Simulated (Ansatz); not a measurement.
Consider the interaction energy of a dimer with the counterpoise correction of ClH2ISi, SMILES Cl[SiH2]I (Ansatz 0.2.0 through its Python package).

Script `dimer_clh2isi.py`:
```python
# -*- coding: utf-8 -*-
"""Interaction energy of two ClH2ISi molecules, with the counterpoise correction."""

import ansatz as az

FIRST = [
    ("Cl", (-1.6721, 0.4328, -0.9039)),
    ("Si", (-0.0368, 0.0843, 0.1734)),
    ("I", (1.4809, -1.2474, -1.1767)),
    ("H", (-0.3633, -0.6488, 1.3889)),
    ("H", (0.5912, 1.3789, 0.5184)),
]
SECOND = [
    ("Cl", (-0.852, -7.2605, -0.4278)),
    ("Si", (-0.2777, -5.929, 0.9335)),
    ("I", (-1.3085, -3.8, 0.3817)),
    ("H", (1.1706, -5.774, 0.9284)),
    ("H", (-0.7316, -6.3842, 2.2663)),
]

def energy(atoms, ghosts=()):
    molecule = az.Crystal.molecule()
    for symbol, xyz in atoms:
        molecule = molecule.atom(symbol, xyz)
    calc = (
        molecule.calculation()
        .basis(gaussian="def2-SVPD")
        .functional("r2scan")
        .accuracy("medium")
    )
    deck = calc.input()
    if ghosts:
        deck = deck.set(az.key.basis.gaussian.ghost_atoms, [{"symbol": s, "position_ang": list(xyz)} for s, xyz in ghosts])
    return az.Session.from_dict(deck).plan().execute().report["free_energy_ev"]

# monomers in their own basis and in the basis of the dimer
both = energy(FIRST + SECOND)
alone = energy(FIRST) + energy(SECOND)
ghosted = energy(FIRST, SECOND) + energy(SECOND, FIRST)
print(f"dimer {both:.6f} eV")
print(f"interaction, uncorrected   {23.060548 * (both - alone):8.3f} kcal/mol")
print(f"interaction, counterpoise  {23.060548 * (both - ghosted):8.3f} kcal/mol")
print(f"basis-set superposition    {23.060548 * (alone - ghosted):8.3f} kcal/mol")
```

How large is the interaction at this pose, and how much of it is basis-set superposition?

Uncorrected it is -0.265 kcal/mol, with the counterpoise correction 0.296 kcal/mol; the difference, 0.56 kcal/mol, is the superposition error. The sign changes with the correction, so this basis doesn't settle it.

The run itself:

Output of `python dimer_clh2isi.py`:
```text
dimer -57062.626472 eV
interaction, uncorrected     -0.265 kcal/mol
interaction, counterpoise     0.296 kcal/mol
basis-set superposition       0.561 kcal/mol
```

Reading the output:
- The settings weren't tested for convergence.
- The dimer is a generated trial pose of unrelaxed monomers, not a minimum, so the figure is no binding energy, and the basis set is small.
- def2 sets replace the cores of elements past krypton by effective core potentials.
- This level lacks the dispersion part of the attraction (electrostatics and induction are there), which can decide the sign where the interaction is weak.
- Hardware and time: 2.3 min on 1 thread of Arm Neoverse N1, with other jobs on the host, peak memory 0.45 GiB.
